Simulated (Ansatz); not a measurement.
# C₂H₄SeSi: up Jacob's ladder to CCSD(T)

Aim: compute C₂H₄SeSi with functionals from several rungs and with coupled cluster, and see how far each lands from CCSD(T) at the basis-set limit for the atomisation energy.

Program: Ansatz 0.2.0, Gaussian basis. Level of theory: functionals in def2-TZVPP, the program's frozen cores in correlated methods. These are calculated values, not measurements.

Levels to be run: LDA (SPW92), PBE-D4, revPBE-D4, BLYP-D4, r2SCAN-D4, B97M-V, PBE0-D4, B3LYP-D4, r2SCANh-D4, r2SCAN0-D4, HSE06-D4, BHLYP-D4, CAM-B3LYP-D4, LC-ωPBE, ωB97X-V, ωB97M-V, B2PLYP, PBE-QIDH; CCSD(T)/def2-SVP; CCSD(T)/def2-TZVPP; MP2/def2-QZVPP; extrapolation to the limit; RPA on PBE.

## Step 1: Structure used throughout

An earlier PBE0-D4 in a triple-zeta def2 set relaxation fixed the geometry.

8 atoms, charge 0, spin multiplicity 1.

Atoms are counted from 1 here; the program's logs count them from 0.

Bond lengths: C1–C2 1.204 Å, C1–H5 1.065 Å, C2–Se3 1.826 Å, Se3–Si4 2.294 Å, Si4–H6 1.481 Å, Si4–H7 1.481 Å, Si4–H8 1.484 Å. Angles: C2–C1–H5 179.9°, C1–C2–Se3 178.7°, C2–Se3–Si4 93.7°, Se3–Si4–H6 109.9°, Se3–Si4–H7 109.9°, Se3–Si4–H8 104.8°, H6–Si4–H7 110.4°, H6–Si4–H8 110.9°, H7–Si4–H8 110.9°.

Coordinates:

```csv
atom,x (Å),y (Å),z (Å)
C1,1.82235,1.30912,-0.89566
C2,1.42573,0.58495,-0.01929
Se3,0.86080,-0.51001,1.32816
Si4,-1.22750,-0.79333,0.42214
H5,2.17492,1.94955,-1.66955
H6,-1.91579,0.51477,0.32346
H7,-1.11575,-1.42097,-0.91509
H8,-1.93276,-1.69128,1.37003
```

## Step 2: LDA

This LDA is Slater exchange with PW92 correlation.

Contents of in.yaml:

```yaml
crystal:
  periodic: [false, false, false]
  atoms:
    - {symbol: C, position_ang: [1.822351, 1.309123, -0.895659]}
    - {symbol: C, position_ang: [1.425727, 0.584947, -0.019288]}
    - {symbol: Se, position_ang: [0.860799, -0.510014, 1.328156]}
    - {symbol: Si, position_ang: [-1.227500, -0.793333, 0.422143]}
    - {symbol: H, position_ang: [2.174920, 1.949554, -1.669549]}
    - {symbol: H, position_ang: [-1.915793, 0.514770, 0.323460]}
    - {symbol: H, position_ang: [-1.115747, -1.420965, -0.915092]}
    - {symbol: H, position_ang: [-1.932757, -1.691283, 1.370029]}
basis:
  gaussian: {orbitals: def2-TZVPP}
hamiltonian: {xc: lda}
output: {orbitals: {seedname: orbitals}}
```

On the command line:

```console
$ ansatz run in.yaml --threads 2 --pin off --events-out ev --progress --plain --max-ram 4352MiB
```

After this run come: PBE-D4 (GGA); revPBE-D4 (GGA); BLYP-D4 (GGA); r2SCAN-D4 (meta-GGA); B97M-V (meta-GGA); PBE0-D4 (hybrid); B3LYP-D4 (hybrid); r2SCANh-D4 (hybrid); r2SCAN0-D4 (hybrid); HSE06-D4 (hybrid); BHLYP-D4 (hybrid); CAM-B3LYP-D4 (range-separated); LC-ωPBE (range-separated); ωB97X-V (range-separated); ωB97M-V (range-separated); B2PLYP (double hybrid); PBE-QIDH (double hybrid); CCSD(T) in def2-SVP; CCSD(T) in def2-TZVPP; MP2 in def2-QZVPP; RPA on PBE orbitals.

Q: Predict the results of all the runs planned. Wanted: atomisation energy, CCSD(T)/CBS; farthest beyond LDA; mean size of error, GGA; mean size of error, meta-GGA; mean size of error, hybrid; mean size of error, range-separated; mean size of error, double hybrid; gap, smallest and largest; T1 diagnostic.

As calculated:

```
                               quantity                                                                                                                     value
        atomisation energy, CCSD(T)/CBS                                                                                                             2808.5 kJ/mol
 functionals within 28.1 kJ/mol (1.0 %)  revPBE-D4, BLYP-D4, r2SCAN-D4, B97M-V, PBE0-D4, B3LYP-D4, r2SCANh-D4, HSE06-D4, CAM-B3LYP-D4, ωB97X-V, ωB97M-V, PBE-QIDH
                    farthest beyond LDA                                                                                                   BHLYP-D4 (-94.7 kJ/mol)
                mean size of error, GGA                                                                                                               25.4 kJ/mol
           mean size of error, meta-GGA                                                                                                                2.1 kJ/mol
             mean size of error, hybrid                                                                                                               30.4 kJ/mol
    mean size of error, range-separated                                                                                                               18.0 kJ/mol
      mean size of error, double hybrid                                                                                                               29.1 kJ/mol
              gap, smallest and largest                                                                                 4.25 eV (LDA (SPW92)), 10.98 eV (LC-ωPBE)
                          T1 diagnostic                                                                                                                    0.0113
triples share of the correlation energy                                                                                                                     4.4 %
```

In words: The LDA atomisation energy is off by 395.9 kJ/mol (14 %): it overbinds. PBE-D4 is off by +51.0 kJ/mol. Double hybrids carry the basis error of their MP2 part in triple zeta, and no dispersion term here, so their miss is partly the set-up's. The rungs meta-GGA, range-separated, GGA miss on average by less than the doubt on the reference (28.1 kJ/mol), so they tie. The reference freezes the cores and leaves out relativity and excitations past (T), and its outer-core shells are covered unevenly, so misses under about 28.1 kJ/mol can't be ranked. All levels share the lack of spin-orbit coupling, which lowers the free heavy atoms and so the true binding. Hartree-Fock recovers 71 % of the binding; the rest is correlation. CCSD(T) in def2-SVP is off by -183.0 kJ/mol, so the small basis spoils what the method gains. Orbital gaps span 4.2 to 11.0 eV; exact exchange widens them. Correlated methods include outer-core shells of Se, which these sets cover unevenly.
